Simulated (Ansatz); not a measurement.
# GaF₂ radical: how energies converge with the basis set

How large a basis does GaF₂ radical need? Two functionals are run in growing sets.

Method: one geometry, several basis sets; program: Ansatz 0.2.0, Gaussian basis.

Levels to be run: PBE0-D4/def2-SVP; ωB97M-V/def2-SVP; PBE0-D4/def2-QZVPP; ωB97M-V/def2-QZVPP; the functionals' def2-TZVPP values are taken from earlier runs.

### Step 1. The relaxed structure

All runs share one geometry, relaxed beforehand with PBE0-D4 in a triple-zeta def2 set.

SMILES `[F][Ga][F]`, 3 atoms, charge 0, spin multiplicity 2.

Atoms are counted from 1 here; the program's logs count them from 0.

Bond lengths: F1–Ga2 1.756 Å, Ga2–F3 1.756 Å. Angles: F1–Ga2–F3 116.8°.

### Step 2. PBE0-D4 in def2-SVP

File in.yaml:

```yaml
crystal:
  periodic: [false, false, false]
  atoms:
    - {symbol: F, position_ang: [-1.311223, 0.374965, -0.686387]}
    - {symbol: Ga, position_ang: [0.211074, 0.523561, 0.176745]}
    - {symbol: F, position_ang: [1.089248, -0.963427, 0.496341]}
basis:
  gaussian: {orbitals: def2-SVP}
magnetization: {spin_polarized: true, initial_magnetization: 1}
hamiltonian: {xc: pbe0, dispersion: d4}
output: {orbitals: {seedname: orbitals}}
```

Run with:

```
> ansatz run in.yaml --threads 2 --pin off --events-out ev --progress --plain --max-ram 32768MiB --backend cpu
```

The runs that follow: ωB97M-V in def2-SVP; PBE0-D4 in def2-QZVPP; ωB97M-V in def2-QZVPP.

Before running them: what should the planned runs give, taken together? Wanted: PBE0-D4: double and triple zeta above quadruple; ωB97M-V: double and triple zeta above quadruple.

**Answer**, as computed:

| quantity | value |
| --- | --- |
| PBE0-D4: double and triple zeta above quadruple | 15.16, 1.52 eV |
| ωB97M-V: double and triple zeta above quadruple | 15.19, 1.46 eV |

**Reading.** For PBE0-D4 the step from double to triple zeta gains 13.63 eV and the next only 1.52 eV. These are total energies; as a rule much of such shifts cancels in differences, which this series doesn't test.
